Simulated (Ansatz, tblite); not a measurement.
# The cluster Cd13Te13H30: which spin state is lowest

Aim: set other spin states of the cluster Cd13Te13H30 against its singlet, on many levels of theory.

Program: Ansatz 0.2.0, Gaussian basis. Level of theory: as each input shows. These are calculated values, not measurements.

The runs, in order: triplet, at the geometry of the singlet (GFN1-xTB, GFN2-xTB, PBE0-D4/def2-TZVP, PBE-D4/def2-TZVP); the singlet's energies come from earlier runs.

1 further run of the same task is left out (set aside as unsound or not needed).

### 1 The structure

The geometry is that of the singlet, from an earlier relaxation (PBE-D4/def2-SVP).

56 atoms, charge 0, spin multiplicity 1.

Bond lengths: Cd1–Te14 3.099 Å, Cd1–Te15 2.928 Å, Cd1–Te17 2.898 Å, Cd1–H27 1.702 Å, Cd2–Te14 2.894 Å, Cd2–Te16 3.036 Å, Cd2–Te18 2.971 Å, Cd2–H28 1.714 Å, Cd3–Cd5 3.338 Å, Cd3–Te14 2.909 Å, Cd3–Te19 2.957 Å, Cd3–H29 1.704 Å, Cd3–H30 2.075 Å, Cd4–Te17 2.898 Å, Cd4–Te19 2.929 Å, Cd4–Te20 3.098 Å, Cd4–H31 1.702 Å, Cd5–H30 1.741 Å and more. Angles: Te14–Cd1–Te15 88.8°, Te14–Cd1–Te17 88.2°, Te14–Cd1–H27 114.3°, Te15–Cd1–Te17 99.8°, Te15–Cd1–H27 125.8°, Te17–Cd1–H27 127.6°, Te14–Cd2–Te16 102.8°, Te14–Cd2–Te18 90.9°, Te14–Cd2–H28 128.4°, Te16–Cd2–Te18 103.5°, Te16–Cd2–H28 111.2°, Te18–Cd2–H28 116.1°, Cd5–Cd3–Te14 100.5°, Cd5–Cd3–Te19 67.7°, Cd5–Cd3–H29 120.9°, Cd5–Cd3–H30 26.3°, Te14–Cd3–Te19 97.2°, Te14–Cd3–H29 129.4° and more.

Cd, Te take a core potential in the def2 sets. No spin-orbit coupling is included.

### 2 Triplet at the fixed geometry, GFN1-xTB

Tight binding, by tblite at 300 K electronic temperature and without a spin-polarisation term:

```python
tblite.interface.Calculator('GFN1-xTB', numbers, positions, charge=0, uhf=2).singlepoint()
```

Energy -2091.1537 eV; 0.58 s.

### 3 Triplet at the fixed geometry, GFN2-xTB

Tight binding, by tblite at 300 K electronic temperature and without a spin-polarisation term:

```python
tblite.interface.Calculator('GFN2-xTB', numbers, positions, charge=0, uhf=2).singlepoint()
```

Energy -1728.6552 eV; 1.6 s.

### 4 Triplet at the fixed geometry, PBE0-D4/def2-TZVP

in.yaml

```yaml
crystal:
  periodic: [false, false, false]
  atoms:
    - {symbol: Cd, position_ang: [-2.626970, -3.032861, -0.342858]}
    - {symbol: Cd, position_ang: [-2.685645, 0.825185, -4.089257]}
    - {symbol: Cd, position_ang: [-5.579525, 1.423193, -0.969797]}
    - {symbol: Cd, position_ang: [-3.031683, 0.346323, 2.627696]}
    - {symbol: Cd, position_ang: [-4.041708, 4.062629, -2.316497]}
    - {symbol: Cd, position_ang: [2.317689, -4.041700, -4.063217]}
    - {symbol: Cd, position_ang: [0.969728, -5.577256, -1.421358]}
    - {symbol: Cd, position_ang: [0.344299, -2.618077, 3.034128]}
    - {symbol: Cd, position_ang: [4.086506, -2.685122, -0.825929]}
    - {symbol: Cd, position_ang: [0.581732, 0.581420, -0.584383]}
    - {symbol: Cd, position_ang: [0.829674, 4.089365, 2.679066]}
    - {symbol: Cd, position_ang: [4.062014, 2.319476, 4.041232]}
    - {symbol: Cd, position_ang: [1.424676, 0.971245, 5.579365]}
    - {symbol: Te, position_ang: [-3.908129, -0.733353, -1.979007]}
    - {symbol: Te, position_ang: [-0.860502, -3.583007, -2.612552]}
    - {symbol: Te, position_ang: [-0.669439, -1.109857, -5.276474]}
    - {symbol: Te, position_ang: [-1.042584, -1.039919, 1.040797]}
    - {symbol: Te, position_ang: [-1.091031, 2.354739, -2.102821]}
    - {symbol: Te, position_ang: [-3.582783, 2.614413, 0.857596]}
    - {symbol: Te, position_ang: [-0.729499, 1.980528, 3.904371]}
    - {symbol: Te, position_ang: [-1.106607, 5.276231, 0.663515]}
    - {symbol: Te, position_ang: [2.099788, -1.093608, -2.355548]}
    - {symbol: Te, position_ang: [1.977001, -3.905353, 0.734571]}
    - {symbol: Te, position_ang: [2.619095, -0.853986, 3.581417]}
    - {symbol: Te, position_ang: [5.279137, -0.666665, 1.103388]}
    - {symbol: Te, position_ang: [2.355739, 2.098333, 1.088972]}
    - {symbol: H, position_ang: [-3.747772, -4.119766, 0.333932]}
    - {symbol: H, position_ang: [-3.453485, 1.747473, -5.312818]}
    - {symbol: H, position_ang: [-7.257330, 1.443298, -0.675072]}
    - {symbol: H, position_ang: [-4.943502, 2.593334, -2.561052]}
    - {symbol: H, position_ang: [-4.120243, -0.327741, 3.748376]}
    - {symbol: H, position_ang: [-3.423118, 5.622831, -2.259156]}
    - {symbol: H, position_ang: [2.261703, -3.424237, -5.623729]}
    - {symbol: H, position_ang: [0.675668, -7.255130, -1.441311]}
    - {symbol: H, position_ang: [2.559975, -4.942114, -2.592687]}
    - {symbol: H, position_ang: [-0.325246, -3.738329, 4.126492]}
    - {symbol: H, position_ang: [5.314535, -3.453324, -1.741703]}
    - {symbol: H, position_ang: [1.751109, 5.312451, 3.448936]}
    - {symbol: H, position_ang: [5.619461, 2.263015, 3.415419]}
    - {symbol: H, position_ang: [1.437950, 0.669884, 7.256196]}
    - {symbol: H, position_ang: [2.597563, 2.564121, 4.950570]}
    - {symbol: H, position_ang: [-5.122186, -1.447846, -2.899481]}
    - {symbol: H, position_ang: [-1.814289, -4.800904, -3.275946]}
    - {symbol: H, position_ang: [-1.949557, -1.983847, -5.935442]}
    - {symbol: H, position_ang: [-0.692735, -0.123633, -6.664662]}
    - {symbol: H, position_ang: [0.052287, 2.950816, -3.183583]}
    - {symbol: H, position_ang: [-4.800149, 3.281554, 1.809498]}
    - {symbol: H, position_ang: [-1.444867, 2.901716, 5.117492]}
    - {symbol: H, position_ang: [-1.975704, 5.936977, 1.945953]}
    - {symbol: H, position_ang: [-0.116776, 6.661791, 0.685326]}
    - {symbol: H, position_ang: [3.180087, 0.049221, -2.953333]}
    - {symbol: H, position_ang: [2.897139, -5.118891, 1.450340]}
    - {symbol: H, position_ang: [3.281913, -1.809912, 4.798219]}
    - {symbol: H, position_ang: [5.945842, -1.940839, 1.980252]}
    - {symbol: H, position_ang: [6.663165, -0.689939, 0.111300]}
    - {symbol: H, position_ang: [2.957592, 3.175633, -0.054712]}
basis:
  gaussian: {orbitals: def2-TZVP, fitting: {mean_field: def2-universal-jkfit}}
magnetization: {spin_polarized: true, initial_magnetization: 2}
hamiltonian: {xc: pbe0, dispersion: d4}
scf: {omitted_lower_state_checks: [starts]}
output: {orbitals: {seedname: orbitals}}
```

Started as:

```console
$ ansatz run in.yaml --threads 11 --pin off --events-out ev --progress --plain --max-ram 110592MiB --backend cuda --devices 0, --max-vram 75GiB
```

The log of the run:

```text
Functional definition: PBE0
  name "PBE0"
  cite "Adamo & Barone, J. Chem. Phys. 110, 6158 (1999) doi:10.1063/1.478522"
  cite "Perdew, Burke & Ernzerhof, Phys. Rev. Lett. 77, 3865 (1996) doi:10.1103/PhysRevLett.77.3865"
  parent pbe
  parameter a = 0.25
  parameter kappa = 0.804
  parameter beta = 0.06672455060314922
  exchange = (1 - a)*pbe_x(kappa = kappa, mu = beta*pi^2/3) + a*exact_x
  correlation = pbe_c(beta = beta)
these checks for a lower state are left out or cut short: starts
6689 factors; integrals over basis functions are off by at most 6.4e-1 eV
mean field evaluation 1: about -154646.3745 eV, gradient 4.9e1 eV
mean field evaluation 2: about -154637.2981 eV, gradient 7.3e1 eV
mean field evaluation 4: about -154656.0078 eV, gradient 5.4e0 eV
mean field evaluation 8: about -154656.2128 eV, gradient 4.8e-1 eV
mean field evaluation 16: about -154656.2934 eV, gradient 1.7e-2 eV
mean field -154656.29352439 eV, -5683.5139572205 hartree, gradient 9.2e-6 eV, S^2 2.005226; 0 other end points of the search recorded, 0 dependent functions left out
reference -154656.29364900 eV, -5683.5139617997 hartree; 302, 300 occupied and 1048, 1050 virtual orbitals, 6689 factors
Total energy: -154661.38843936 eV, -5683.7011918923 hartree
Checks for a lower state left out: starts
```

Run time: 89 s. Hardware: 1 × H100 with 11 threads of AMD EPYC 7R13, shared host; peak host memory 2.7 GiB.

From the report: HOMO -3.24 eV, LUMO -5.96 eV (over both spins; with the spin held, an empty level of the minority spin lies below the top filled one); ⟨S²⟩ 2.005 (pure: 2.00).

### 5 Triplet at the fixed geometry, PBE-D4/def2-TZVP

start.molden holds the orbitals of an earlier run on this state, given as this run's starting guess.

in.yaml, as its differences from that of step 4:

```diff
@@ -60,5 +60,5 @@
 basis:
-  gaussian: {orbitals: def2-TZVP, fitting: {mean_field: def2-universal-jkfit}}
+  gaussian: {orbitals: def2-TZVP, fitting: {mean_field: def2-universal-jkfit}, initial_orbitals: start.molden}
 magnetization: {spin_polarized: true, initial_magnetization: 2}
-hamiltonian: {xc: pbe0, dispersion: d4}
+hamiltonian: {xc: pbe, dispersion: d4}
 scf: {omitted_lower_state_checks: [starts]}
```

The command is unchanged.

The log of the run:

```text
Functional definition: PBE
  name "PBE"
  cite "Perdew, Burke & Ernzerhof, Phys. Rev. Lett. 77, 3865 (1996) doi:10.1103/PhysRevLett.77.3865"
  parent pbe
  parameter kappa = 0.804
  parameter beta = 0.06672455060314922
  exchange = pbe_x(kappa = kappa, mu = beta*pi^2/3)
  correlation = pbe_c(beta = beta)
these checks for a lower state are left out or cut short: starts
6689 factors; integrals over basis functions are off by at most 6.4e-1 eV
mean field evaluation 1: about -154651.7383 eV, gradient 1.5e1 eV
mean field evaluation 2: about -154652.8429 eV, gradient 1.2e0 eV
mean field evaluation 4: about -154652.9003 eV, gradient 3.6e-1 eV
mean field evaluation 8: about -154652.9103 eV, gradient 4.3e-2 eV
mean field evaluation 16: about -154652.9103 eV, gradient 2.6e-5 eV
mean field -154652.91031342 eV, -5683.3896265105 hartree, gradient 2.8e-6 eV, S^2 2.001481; 0 other end points of the search recorded, 0 dependent functions left out
reference -154652.91047762 eV, -5683.3896325446 hartree; 302, 300 occupied and 1048, 1050 virtual orbitals, 6689 factors
Total energy: -154658.40216144 eV, -5683.5914482026 hartree
Checks for a lower state left out: starts
```

Wall time 28 s (1 × H100 with 11 threads of AMD EPYC 7R13, shared host); peak host memory 2.6 GiB.

Report: HOMO -2.90 eV, LUMO -5.89 eV (over both spins; with the spin held, an empty level of the minority spin lies below the top filled one); ⟨S²⟩ 2.001 (pure: 2.00).

### 6 Triplet less singlet, vertical

The singlet's energies are those of its earlier runs, whose logs aren't repeated here.

| level | triplet less singlet, vertical (kJ/mol) | time |
| --- | --- | --- |
| GFN1-xTB | +348.5 | 0.84 s |
| GFN2-xTB | +357.2 | 2.1 s |
| PBE-D4/def2-TZVP | +289.5 | 36 s |
| PBE0-D4/def2-TZVP | +357.9 | 1.8 min |

Times add the two runs; a level without a time comes out of a correlated run. Tight binding without a spin term can't rank spin states.

### 7 Results

| quantity | value |
| --- | --- |
| triplet less singlet, vertical, functionals in def2-TZVP | +289.5 (PBE-D4) to +357.9 kJ/mol (PBE0-D4) |

In words: All functionals put the triplet above the singlet, over a spread of 68.4 kJ/mol. The checks for a lower triplet were left out, so another state of that spin may lie lower. These are electronic energies, without zero-point motion, entropy or surroundings.
